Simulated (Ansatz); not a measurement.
# Molecular dynamics of WC

Input file:

```yaml
accuracy: low
crystal:
  lattice:
    - [-3.044481, -5.273196, 0.0]
    - [4.566722, -2.636598, 0.0]
    - [0.0, 0.0, 5.945994]
  atoms:
    - { symbol: W, position: [0.75, 0.5, 0.0] }
    - { symbol: C, position: [0.5, 0.6666667, 0.25] }
    - { symbol: W, position: [0.75, 0.5, 0.5] }
    - { symbol: C, position: [0.5, 0.6666667, 0.75] }
    - { symbol: W, position: [0.5, 0.0, 0.0] }
    - { symbol: C, position: [0.25, 0.1666667, 0.25] }
    - { symbol: W, position: [0.5, 0.0, 0.5] }
    - { symbol: C, position: [0.25, 0.1666667, 0.75] }
    - { symbol: W, position: [0.25, 0.5, 0.0] }
    - { symbol: C, position: [0.0, 0.6666667, 0.25] }
    - { symbol: W, position: [0.25, 0.5, 0.5] }
    - { symbol: C, position: [0.0, 0.6666667, 0.75] }
    - { symbol: W, position: [0.0, 0.0, 0.0] }
    - { symbol: C, position: [0.75, 0.1666667, 0.25] }
    - { symbol: W, position: [0.0, 0.0, 0.5] }
    - { symbol: C, position: [0.75, 0.1666667, 0.75] }
basis:
  ecutwfc: 420.0
kpoints:
  mp_grid: { grid: [2, 2, 2] }
hamiltonian:
  xc: pbe
  pseudopotentials: { kind: paw, azcp: { folder: soft_1 } }
scf:
  occupations: { method: fermi_dirac, width: 0.36 }
  lower_state_search: "off"
md:
  timestep: 1
  n_steps: 600
  ensemble: nvt_langevin
  temperature: 300.0
  initial_velocities: maxwell_boltzmann
  seed: 340073
  friction: 0.02
  temperature_schedule: [{ n_steps: 600, end_temperature: 4200.0 }]
```

Command:

```bash
$ ansatz run input.yaml --threads 1 --pin off --max-ram 3072MiB --backend cpu --events-out ev --progress --plain --runs-dir out
```

It starts from a structure without forces on its atoms.

Output, in part (step lines):

```
md step     0: t =     0.00 fs  T =   281.3 K (target 300.0 K)  F+E_penalty+E_count = -85094.68014816 eV  E_kin = 0.581670 eV  (8 SCF iters)
md step     1: t =     1.00 fs  T =   303.0 K (target 303.2 K)  F+E_penalty+E_count = -85094.67706215 eV  E_kin = 0.626738 eV  (6 SCF iters)
md step     2: t =     2.00 fs  T =   269.9 K (target 309.8 K)  F+E_penalty+E_count = -85094.66811564 eV  E_kin = 0.558217 eV  (6 SCF iters)
md step     3: t =     3.00 fs  T =   282.8 K (target 316.2 K)  F+E_penalty+E_count = -85094.65344225 eV  E_kin = 0.584791 eV  (6 SCF iters)
md step     4: t =     4.00 fs  T =   280.4 K (target 322.8 K)  F+E_penalty+E_count = -85094.63280327 eV  E_kin = 0.579971 eV  (6 SCF iters)
md step     5: t =     5.00 fs  T =   258.4 K (target 329.2 K)  F+E_penalty+E_count = -85094.60768571 eV  E_kin = 0.534325 eV  (5 SCF iters)
md step     6: t =     6.00 fs  T =   231.9 K (target 335.8 K)  F+E_penalty+E_count = -85094.58019675 eV  E_kin = 0.479652 eV  (4 SCF iters)
md step     7: t =     7.00 fs  T =   240.8 K (target 342.2 K)  F+E_penalty+E_count = -85094.55068364 eV  E_kin = 0.497929 eV  (4 SCF iters)
[... lines left out ...]
md step   599: t =   599.00 fs  T =  4595.6 K (target 4190.2 K)  F+E_penalty+E_count = -85086.93896550 eV  E_kin = 9.504446 eV  (6 SCF iters)
md step   600: t =   600.00 fs  T =  4250.1 K (target 4196.8 K)  F+E_penalty+E_count = -85086.40079272 eV  E_kin = 8.789834 eV  (7 SCF iters)
```

The steps, from the saved trajectory:

```tsv
time (fs)	T (K)	potential energy less start (eV)
0	281	0.000
20	167	0.383
40	364	0.584
60	470	0.713
80	503	1.182
100	689	1.281
120	930	0.841
140	943	1.506
160	977	1.807
180	1211	2.468
200	1778	2.369
220	1550	3.414
240	2005	3.727
260	1744	4.936
280	2302	3.279
300	1748	3.508
320	1717	3.343
340	2040	4.018
360	2444	4.110
380	2813	4.811
400	1887	7.834
420	2584	6.885
440	3341	6.955
460	3446	6.712
480	3272	6.174
500	3526	7.468
520	3849	6.131
540	3222	6.238
560	3213	8.992
580	3423	10.114
600	4250	8.279
```

The run went to its last step. The schedule's set-point averaged 3225 K over the second half and the system 3082 K. A run of 0.6 ps of so small a system gives no equilibrium averages. Limits of this set-up: coarse k mesh, low accuracy level.

Mean squared displacements from the first frame to the last, about the centre of mass: W 0.05 Å², C 0.14 Å².

Last frame:

```xyz
16
Lattice="-3.0445 -5.2732 0.0000 4.5667 -2.6366 0.0000 0.0000 0.0000 5.9460" Properties=species:S:1:pos:R:3
W 0.086 -5.152 -0.208
C 2.036 -4.374 0.956
W 0.635 -4.965 2.750
C 2.046 -4.406 4.858
W -1.290 -2.696 -0.073
C 0.168 -1.484 1.339
W -1.190 -2.716 2.898
C 0.434 -1.706 3.887
W 2.052 -2.573 -0.067
C 3.631 -1.382 1.537
W 1.802 -2.520 2.644
C 3.260 -1.691 4.027
W 0.293 0.012 -0.140
C -1.340 -4.338 1.222
W 0.311 0.166 2.823
C -1.141 -4.340 4.110
```

The run took 27 min on 1 thread of Intel(R) Xeon(R) 6975P-C (Granite Rapids), with other jobs on the host, peak memory 0.73 GiB.
